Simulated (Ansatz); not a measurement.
2 structures of CuF2: a ranking of polymorphs by energy, run with the Ansatz DFT code, driven from Python.

Script `polymorphs_cuf2.py`:
```python
"""Polymorphs of CuF2, after relaxing cells and atoms."""

import logging
import sys
import warnings

import ansatz as az
import numpy as np
import spglib

logging.basicConfig(stream=sys.stdout, format="%(levelname)s %(message)s")
log = logging.getLogger("cuf2")
log.setLevel(logging.INFO)

PHASES = {
    "I4/mmm": (
        [(-1.866399, 1.866399, 5.966931), (1.866399, -1.866399, 5.966931), (1.866399, 1.866399, -5.966931)],
        [
            ("Cu", (0.0, 0.0, 0.0)),
            ("F", (0.5, 0.0, 0.5)),
            ("F", (0.0, 0.5, 0.5)),
        ],
    ),
    "P4/mmm": (
        [(3.747011, 0.0, 0.0), (0.0, 3.747011, 0.0), (0.0, 0.0, 3.607305)],
        [
            ("Cu", (0.0, 0.0, 0.0)),
            ("F", (0.5, 0.0, 0.0)),
            ("F", (0.0, 0.5, 0.0)),
        ],
    ),
}
MOMENTS = {"Cu": 0.6}  # parallel starting moments in muB


def build(vectors, sites):
    crystal = az.Crystal(lattice=az.Lattice.of(vectors))
    for symbol, position in sites:
        crystal = crystal.atom(symbol, position)
    return crystal


def solve(name, crystal):
    calc = (
        crystal.calculation()
        .functional("lda")
        .pseudopotentials("nc")
        .scf(self_checks="low")
        .kpoints(spacing=0.39)
        .occupations("fermi_dirac", width=0.05)
        .spin("collinear")
        .stress()
        .band_table()
    )
    calc = calc.relax(force_tolerance=0.02, cell=True)
    return calc.run(threads=1, pin="off")


def space_group(outcome):
    sites = outcome.report["lattice"]["sites"]
    kinds = sorted({site["symbol"] for site in sites})
    cell = (outcome.lattice.cell_ang, [site["position_frac"] for site in sites], [kinds.index(site["symbol"]) for site in sites])
    return spglib.get_spacegroup(cell, symprec=0.01)


def volume_per_atom(outcome):
    return abs(np.linalg.det(outcome.lattice.cell_ang)) / len(outcome.lattice.sites)

warnings.simplefilter("ignore", az.DeckWarning)

phases = {name: build(*cell) for name, cell in PHASES.items()}
for name in ["I4/mmm", "P4/mmm"]:
    phases[name] = phases[name].moments({e: m for e, m in MOMENTS.items() if e in phases[name].species()})

done = {name: solve(name, crystal) for name, crystal in phases.items()}

energy = {name: o.report["energy_sigma0_ev"] / len(o.lattice.sites) for name, o in done.items()}
lowest = min(energy.values())
rows = [(name, len(o.lattice.sites), 1000 * (energy[name] - lowest), space_group(o), volume_per_atom(o), abs(o.report["magnetization_mub"]) / len(o.lattice.sites)) for name, o in done.items()]
rows.sort(key=lambda row: row[2])
log.info("| phase | atoms | dE (meV/atom) | space group | V (A^3/atom) | M (muB/atom) |")
log.info("| --- | --- | --- | --- | --- | --- |")
for row in rows:
    log.info(f"| {row[0]} | {row[1]:d} | {row[2]:.1f} | {row[3]} | {row[4]:.3f} | {row[5]:.2f} |")
print("lowest in energy:", rows[0][0])
```

Which of these structures comes out lowest, and how far apart are they?

By space group at the end of each run: P4/mmm (+0 meV an atom, 12.9 Å³) and I4/mmm (+44 meV an atom, 26.3 Å³).

What the script printed:

Output of `python polymorphs_cuf2.py`:
```text
RunWarning: the starting moments were not kept: the SCF closed with an absolute magnetisation of 2.9e-6 μB, where they sum to 0.6 μB in size (1 site). That is at most 0.1 of that sum. Measured as dr2_m measures the in/out step, that magnetisation stands [...]
INFO | phase | atoms | dE (meV/atom) | space group | V (A^3/atom) | M (muB/atom) |
INFO | --- | --- | --- | --- | --- | --- |
INFO | P4/mmm | 3 | 0.0 | P4/mmm (123) | 12.866 | 0.00 |
INFO | I4/mmm | 3 | 43.9 | I4/mmm (139) | 26.332 | 0.00 |
lowest in energy: P4/mmm
```
(Warnings from the package without file and line, shortened, repeats left out.)

Caveats:
- The settings weren't tested for convergence.
- The SCF didn't keep the moments it started from (some shrank, vanished or turned); what is printed is the state reached.
- For the metals among these phases the mesh is modest: differences between phases can be off by up to 40 meV an atom.
- Without a Hubbard U or exact exchange, semilocal functionals often make such 3d compounds metallic or too weakly gapped.
- The cells come from databases of deposited and of computed structures, and not all need be stable phases.
- The ranking holds among these structures alone, at zero temperature; the ground state may be another structure. Magnetic phases start from parallel moments and may not end in their lowest magnetic state. Differences under about 40 meV an atom lie within the error of mesh and functional.
- The script silences the warnings on its input, which a real study should read.
- Timing: 5.1 min on 1 thread of Arm Neoverse V1, on a shared host, peak memory 0.85 GiB.
